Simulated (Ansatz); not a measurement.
## CH₂SZn, SMILES [CH2]1[S][Zn]1: an active-space calculation, step by step

Computed with Ansatz's Python interface.

Typed at the interpreter:
```pycon
>>> import ansatz
>>> GEOMETRY = """
... C    -0.13850   -0.25850    0.35760
... S     0.84860    1.26930    0.39100
... Zn   -0.79260    0.54460   -1.51480
... H     0.16750   -0.82320   -0.53390
... H    -0.03510   -0.80590    1.25870
... """
>>> geometry = ansatz.Crystal.molecule()
>>> for line in GEOMETRY.strip().splitlines():
...     symbol, *xyz = line.split()
...     geometry = geometry.atom(symbol, [float(v) for v in xyz])
...
>>> model = (
...     geometry.calculation()
...     .basis(gaussian="def2-SVP")
...     .correlation(active_electrons=4, active_orbitals=4)
... )
>>> for method in [None]:
...     summary = (model if method is None else model.correlation(method)).run(threads=1, pin="off").report
...     space = summary["configurations"]
...     state = space["states"][0]
...     print(method or "casscf", f"total {summary['free_energy_ev'] / 27.211386246:.6f} Ha, active-space state {state['energy']['hartree']:.6f} Ha, mean field {summary['reference_energy_ev'] / 27.211386246:.6f} Ha")
...     print("  determinants", state["n_determinants"], " natural occupations", [round(n, 3) for n in space["natural_occupations"]])
...
casscf total -2213.883539 Ha, active-space state -2213.883539 Ha, mean field -2213.816684 Ha
  determinants 36  natural occupations [1.974, 1.332, 0.668, 0.026]
```

Notes:
- These settings explore the input space; basis and method may be short of convergence.
- The geometry is a force-field or estimated start, not a minimum of this method, and the basis set is short of its limit. The active space starts as a window about the frontier orbitals and is then optimised, not chosen by chemistry.
- Run time: 8.9 s on 1 thread of Arm Neoverse V1 (shared host), peak memory 0.21 GiB.
